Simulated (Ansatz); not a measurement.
**CHGeO (quartet): from Hartree-Fock to the top rungs, cc-pVDZ**

An exercise on one series of results from a longer session: the logs are not shown, and one member is left open.

Program: Ansatz 0.2.0, Gaussian basis. Level of theory: cc-pVDZ, core rule «outside noble gas», up to 16 orbitals frozen. These are calculated values, not measurements.

To be run: UHF; CCSD(T) on ROHF; CCSD(T) on UHF; BCCD(T) on ROHF; CISD; CCSDT(Q) on ROHF; CCSDT(Q) on UHF.

22 further runs of the same task are left out: 8 that didn't finish, 14 set aside as unsound or not needed.

### What is computed

The geometry is a PBE0/def2-TZVP stationary point (not a proven minimum) of the parent state, kept for this charge and spin. No spin-orbit coupling is included. The filled d shell of Ge may be among the frozen orbitals whatever the setting's name suggests; the logs give the count.

4 atoms, charge 0, spin multiplicity 4.

Atoms are counted from 1 here; the program's logs count them from 0.

Bond lengths: C1–O2 1.126 Å, Ge3–H4 1.600 Å.

The first run:

Contents of in.yaml:

```yaml
crystal:
  periodic: [false, false, false]
  atoms:
    - {symbol: C, position_ang: [0.000000, -0.012354, 2.913288]}
    - {symbol: O, position_ang: [0.000000, 0.034705, 1.788286]}
    - {symbol: Ge, position_ang: [0.000000, -0.027169, -0.866924]}
    - {symbol: H, position_ang: [0.000000, 1.554329, -0.623801]}
basis:
  gaussian: {orbitals: cc-pVDZ}
magnetization: {spin_polarized: true, initial_magnetization: 3}
hamiltonian: {xc: hf}
output: {orbitals: {seedname: orbitals}}
```

Launch:

```sh
ansatz run in.yaml --threads 1 --pin off --events-out ev --progress --plain --max-ram 2393MiB
```

Steps of the session up to this table: UHF; CCSD(T) on ROHF; CCSD(T) on UHF; BCCD(T) on ROHF; CISD; CCSDT(Q) on ROHF; CCSDT(Q) on UHF.

One table of the session follows, with a row left open; its other results are not shown here.

| method | from RCCSDT(Q) (meV) |
| --- | --- |
| ROHF | ? |
| UHF | +10183.8 |
| RMP2 | +1039.3 |
| UMP2 | +1011.9 |
| CISD | +1352.3 |
| RCCSD | +391.5 |
| UCCSD | +369.0 |
| RCCSD(T) | +51.3 |
| UCCSD(T) | +31.0 |
| BCCD(T) | +48.7 |
| RCCSDT | +26.3 |
| UCCSDT | +6.1 |
| RCCSDT(Q) | 0 |
| UCCSDT(Q) | -24.4 |

Q: Estimate the row for ROHF from the others.

The run gave: from RCCSDT(Q) (meV): +10257.6. In the column «from RCCSDT(Q) (meV)» it is the highest.

Caveats from the session: Restricted and unrestricted rows rest on different reference determinants; where their highest levels disagree by more than a few hundredths of an eV, they describe different states and don't form one ladder.
